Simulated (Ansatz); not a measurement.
# AlCl4F2HHf: the cost of one run

Program: Ansatz 0.2.0, Gaussian basis. Level of theory: PBE0-D4, def2-SVP first, then def2-TZVP. These are calculated values, not measurements.

143 further runs of the same task are left out: 143 set aside as unsound or not needed.

## Step 1: Where the work starts

The guess: 9 atoms, charge 0, spin multiplicity 1.

Atoms are counted from 1 here; the program's logs count them from 0.

Bond lengths: Al1–F3 2.074 Å, Al1–F4 1.629 Å, Al1–Hf5 2.722 Å, Al1–Cl6 2.605 Å, Al1–Cl8 2.133 Å, H2–Hf5 2.494 Å, F3–Hf5 2.013 Å, Hf5–Cl7 2.285 Å, Hf5–Cl8 2.620 Å, Hf5–Cl9 2.286 Å. Angles: F3–Al1–F4 113.1°, F3–Al1–Hf5 47.3°, F3–Al1–Cl6 71.9°, F3–Al1–Cl8 111.2°, F4–Al1–Hf5 160.1°, F4–Al1–Cl6 110.4°, F4–Al1–Cl8 135.7°, Hf5–Al1–Cl6 69.4°, Hf5–Al1–Cl8 64.0°, Cl6–Al1–Cl8 83.3°, Al1–F3–Hf5 83.5°, Al1–Hf5–H2 44.9°, Al1–Hf5–F3 49.2°, Al1–Hf5–Cl7 128.1°, Al1–Hf5–Cl8 47.0°, Al1–Hf5–Cl9 137.5°, H2–Hf5–F3 60.6°, H2–Hf5–Cl7 97.7° and more.

Coordinates:

```xyz
9
AlCl4F2HHf
Al   -0.54670   -1.04580    1.00570
H    -1.80540   -0.25120   -0.33620
F     0.25540   -1.12720   -0.90530
F    -1.04800   -2.49700    1.55020
Hf    0.39570    0.86830   -0.68450
Cl    2.04310   -0.84560    1.20370
Cl   -0.38730    2.99430   -0.98330
Cl   -0.50890    0.94400    1.77340
Cl    1.60220    0.96020   -2.62370
```

Distances that are to change: Al1–Cl6 2.61 Å, H2–Hf5 2.49 Å, Al1–H2 2.00 Å, Hf5–Cl6 3.04 Å.

## Step 2: Constrained relaxation of the guess

File hold/in.yaml:

```yaml
crystal:
  periodic: [false, false, false]
  atoms:
    - {symbol: Al, position_ang: [-0.546700, -1.045800, 1.005700]}
    - {symbol: H, position_ang: [-1.805400, -0.251200, -0.336200]}
    - {symbol: F, position_ang: [0.255400, -1.127200, -0.905300]}
    - {symbol: F, position_ang: [-1.048000, -2.497000, 1.550200]}
    - {symbol: Hf, position_ang: [0.395700, 0.868300, -0.684500]}
    - {symbol: Cl, position_ang: [2.043100, -0.845600, 1.203700]}
    - {symbol: Cl, position_ang: [-0.387300, 2.994300, -0.983300]}
    - {symbol: Cl, position_ang: [-0.508900, 0.944000, 1.773400]}
    - {symbol: Cl, position_ang: [1.602200, 0.960200, -2.623700]}
basis:
  gaussian: {orbitals: def2-SVP}
hamiltonian: {xc: pbe0, dispersion: d4}
relax: {f_tol: 0.04, max_steps: 150, escape_saddle: false, constraints: [{distance: [0, 5]}, {distance: [1, 4]}, {distance: [0, 1]}, {distance: [4, 5]}]}
```

Started as:

```console
> ansatz run in.yaml --threads 4 --pin off --events-out ev --progress --plain --max-ram 63488MiB --backend cuda --devices 0, --max-vram 37GiB
```

Q: Estimate wall time and peak memory on 1 × a share of an NVIDIA H100 with 4 threads of AMD EPYC 7R13, shared host.

About 51 s, with a peak of 0.9 GiB on the host.
